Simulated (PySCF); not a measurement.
# CH7GaO (SMILES C[OH+][GaH3-]) at BP86/6-31G(d,p) (spherical functions, max memory mb 1860)

Wanted: the charge distribution of CH7GaO. The job is set up through a Python script.

The calculation is run with PySCF 2.14.0.

### Step 1. The structure to begin with

CH7GaO has 10 atoms, charge 0, and is taken as a singlet. As SMILES, `C[OH+][GaH3-]`. The coordinates come from a PBE0-D4/def2-TZVP relaxation.

Bond lengths: C1–O2 1.428 Å, O2–Ga3 2.150 Å, C1–H4 1.091 Å, C1–H5 1.092 Å, C1–H6 1.088 Å, O2–H7 0.962 Å, Ga3–H8 1.583 Å, Ga3–H9 1.574 Å, Ga3–H10 1.577 Å. Some angles: C1–O2–Ga3 116.7°, C1–O2–H7 110.0°, Ga3–O2–H7 109.2°, O2–C1–H4 110.1°, O2–C1–H5 111.0°, O2–C1–H6 106.4°, O2–Ga3–H8 96.4°, O2–Ga3–H9 97.4°, O2–Ga3–H10 95.3°, H4–C1–H5 110.6°.

### Step 2. Energy and one-electron properties at BP86/6-31G(d,p) (spherical functions, max memory mb 1860)

run.py reads:

```python
import numpy
from pyscf import gto, scf, dft, lo

system = gto.Mole()
system.atom = '''
C     -1.993661     1.214905    -1.281234
O      0.640806     0.632680    -1.230590
Ga     2.018039    -1.312037     2.059046
H     -2.444550     2.315670    -2.966114
H     -3.133922    -0.504368    -1.212259
H     -2.369906     2.345906     0.394764
H      1.098120    -0.310293    -2.715914
H     -0.062172    -3.462545     2.070762
H      1.715871     0.933714     3.986944
H      4.688599    -1.950386     0.900454
'''
system.unit = 'bohr'
system.charge = 0
system.spin = 0
system.max_memory = 1860
system.verbose = 3
system.basis = '6-31g**'
system.build()

mf = dft.RKS(system)
mf.xc = 'bp86'
mf.grids.level = 4
mf.conv_tol = 1e-10
mf.kernel()
if not mf.converged:
    mf = mf.newton().run(mf.mo_coeff, mf.mo_occ)

e_final = mf.e_tot
print('Final energy', e_final)
dip = mf.dip_moment()
pop, q = mf.mulliken_pop()
quad = mf.quad_moment()
occ = mf.mo_coeff[:, mf.mo_occ > 0]
iaos = lo.vec_lowdin(lo.iao.iao(system, occ), mf.get_ovlp())
c = iaos.T @ mf.get_ovlp() @ occ
pop_iao, q_iao = scf.hf.mulliken_pop(lo.iao.reference_mol(system), (c * mf.mo_occ[mf.mo_occ > 0]) @ c.T, numpy.eye(c.shape[0]), verbose=0)
print('IAO charges', numpy.round(q_iao, 4))
```

Run with:

```sh
$ OMP_NUM_THREADS=1 python run.py
```

Q: Predict the results. Wanted: total energy; dipole moment; HOMO energy; LUMO energy; HOMO–LUMO gap.

Answer, from the run:

At BP86/6-31G** (spherical functions, max memory mb 1860):

| quantity | value |
| --- | --- |
| total energy | -2042.35278 Eh |
| dipole moment | 4.34 D |
| HOMO energy | -6.41 eV |
| LUMO energy | -0.91 eV |
| HOMO–LUMO gap | 5.50 eV |

**Reading.** Mulliken charges run from -0.45 on O2 to +0.36 on H7.
